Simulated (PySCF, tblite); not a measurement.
**C₅H₆FNSi: geometry, infrared bands and NMR shifts**

Wanted: the infrared bands and NMR shifts of C₅H₆FNSi (`C=C(F)/C=C\[SiH2]C#N`), by calculation.

The runs use tblite 0.8.0 and PySCF 2.14.0, with density-fitted response routines of our own; the level of theory stands in each step. All values are computed, except where a source is named. Atoms are numbered from 0 throughout.

## (1) The molecule as given

14 atoms, charge 0, multiplicity 1; geometry from: force field or distance geometry start.

Bonds of the start (Å): C0–C1 1.32, C1–F2 1.35, C1–C3 1.46, C3–C4 1.32, C4–Si5 1.84, Si5–C6 1.84, C6–N7 1.17, C0–H8 1.09, C0–H9 1.09, C3–H10 1.11, C4–H11 1.08, Si5–H12 1.48, Si5–H13 1.47.

## (2) Optimising the geometry with GFN2-xTB

What the job is given:

```
{"job": {"kind": "relax", "xc": "GFN2-xTB", "basis": "xTB"}, "charge": 0, "multiplicity": 1}
C     -2.761300     0.387800     0.092200
C     -1.444800     0.369200     0.022200
F     -0.777200     1.546200     0.051300
C     -0.765900    -0.918300    -0.056800
C      0.551800    -1.044300    -0.104900
Si     1.608100     0.462000    -0.105000
C      3.381300     0.010400     0.110800
N      4.508200    -0.257100     0.259500
H     -3.361700    -0.520900     0.086300
H     -3.262500     1.356800     0.156800
H     -1.375100    -1.846400    -0.057800
H      1.049700    -2.003100    -0.170100
H      1.251600     1.288500     1.070700
H      1.397100     1.168800    -1.377400
```

On the command line:

```sh
OMP_NUM_THREADS=1 python probes_run.py task.json out
```

This one command runs all jobs of the session in turn.

**Question.** This job is followed by: GFN2-xTB harmonic vibrations, gas phase; GIAO PBE0/pcSseg-1 NMR shielding, non-relativistic, gas phase. Predict these results of the whole session: strongest single infrared mode (GFN2-xTB); zero-point energy (GFN2-xTB); 13C shifts against TMS (PBE0/pcSseg-1); 1H shifts against TMS (PBE0/pcSseg-1, means over atoms taken as alike); 19F shifts against CFCl3 (PBE0/pcSseg-1); 29Si shifts against TMS (PBE0/pcSseg-1); 15N shifts against NH3 (PBE0/pcSseg-1).

As calculated:

| quantity | value |
| --- | --- |
| strongest single infrared mode (GFN2-xTB) | 727 cm⁻¹, 254 km/mol |
| zero-point energy (GFN2-xTB) | 56.8 kcal/mol |
| 13C shifts against TMS (PBE0/pcSseg-1) | 175.0, 148.1, 130.6, 125.8, 106.4 ppm |
| 1H shifts against TMS (PBE0/pcSseg-1, means over atoms taken as alike) | 6.96, 6.31, 5.36, 4.97, 4.82 ppm |
| 19F shifts against CFCl3 (PBE0/pcSseg-1) | -121.1 ppm |
| 29Si shifts against TMS (PBE0/pcSseg-1) | -82.2 ppm |
| 15N shifts against NH3 (PBE0/pcSseg-1) | 361.1 ppm |

Relaxing lowered the energy by 0.384 eV in 83 steps; the close pair that moved most is C4–Si5, from 1.840 to 1.888 Å. No mode is imaginary among the 36: a minimum at this level. The strongest single mode, at 727 cm⁻¹, is carried by Si5, C4, H12, H13. Unscaled tight-binding wavenumbers are off by several per cent, some by more. Its intensities can rank the bands wrongly. At PBE0/pcSseg-1: The widest tensor belongs to N7: span 596 ppm, with a paramagnetic part of -430 ppm.
